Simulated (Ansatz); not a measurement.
# BFH5NO2: the cost of one run

All numbers below are computed with Ansatz 0.2.0 (RKS B3LYP-D4/def2-SVP).

## (1) Starting point

Bond lengths: B1–O2 1.760 Å, O2–H3 1.010 Å, B1–O4 1.410 Å, O4–H5 1.010 Å, B1–F6 1.320 Å, B1–N7 1.850 Å, N7–H8 1.060 Å, N7–H9 1.060 Å, O2–H10 1.140 Å, N7–H10 1.157 Å. Angles (14 of 17 angles, heavy atoms first): O2–B1–O4 120.0°, O2–B1–F6 120.0°, O2–B1–N7 71.6°, O4–B1–F6 120.0°, O4–B1–N7 96.8°, F6–B1–N7 101.3°, B1–O2–H3 109.5°, B1–O2–H10 79.4°, B1–O4–H5 109.5°, B1–N7–H8 120.0°, B1–N7–H9 120.0°, B1–N7–H10 75.1°, O2–H10–N7 133.9°, H3–O2–H10 112.1°.

Coordinates:

```xyz
10

B     0.0000    0.0000    0.0000
O     0.0000    0.0000    1.7600
H    -0.9095   -0.2814    2.0971
O     1.2211    0.0000   -0.7050
H     1.5209   -0.9519   -0.8599
F    -1.1431    0.0000   -0.6600
N     0.0829    1.7537    0.5833
H     0.4765    1.9752    1.5423
H    -0.2631    2.5370   -0.0414
H     0.0529    1.1189    1.5507
```

## (2) A restrained relaxation towards end A

Springs on the bonds that form and break draw the guess towards this end; the thresholds are loose.

input.yaml reads:

```yaml
crystal:
  periodic: [false, false, false]
  atoms:
    - { symbol: B, position_ang: [0.0, 0.0, 0.0] }
    - { symbol: O, position_ang: [0.0, 0.0, 1.76] }
    - { symbol: H, position_ang: [-0.9095, -0.2814, 2.0971] }
    - { symbol: O, position_ang: [1.2211, 0.0, -0.705] }
    - { symbol: H, position_ang: [1.5209, -0.9519, -0.8599] }
    - { symbol: F, position_ang: [-1.1431, 0.0, -0.66] }
    - { symbol: "N", position_ang: [0.0829, 1.7537, 0.5833] }
    - { symbol: H, position_ang: [0.4765, 1.9752, 1.5423] }
    - { symbol: H, position_ang: [-0.2631, 2.537, -0.0414] }
    - { symbol: H, position_ang: [0.0529, 1.1189, 1.5507] }
basis:
  gaussian: { orbitals: def2-SVP }
hamiltonian:
  xc: b3lyp
  dispersion: d4
relax:
  f_tol: 0.15
  max_steps: 25
  restrain:
    - { distance: [0, 6], at: 2.75, k: 30.0 }
    - { distance: [9, 1], at: 2.21, k: 30.0 }
    - { distance: [0, 1], at: 1.41, k: 30.0 }
    - { distance: [9, 6], at: 1.06, k: 30.0 }
output:
  orbitals: {}
```

Run with:

```
> ansatz run input.yaml --threads 2 --pin off --max-ram 3072MiB --backend cpu --events-out ev --progress --plain --runs-dir out
```

**Question.** How long does this run take on 2 threads of Arm Neoverse V1, shared host, and how much memory does it need?

About 37 s, with a peak of 0.17 GiB.
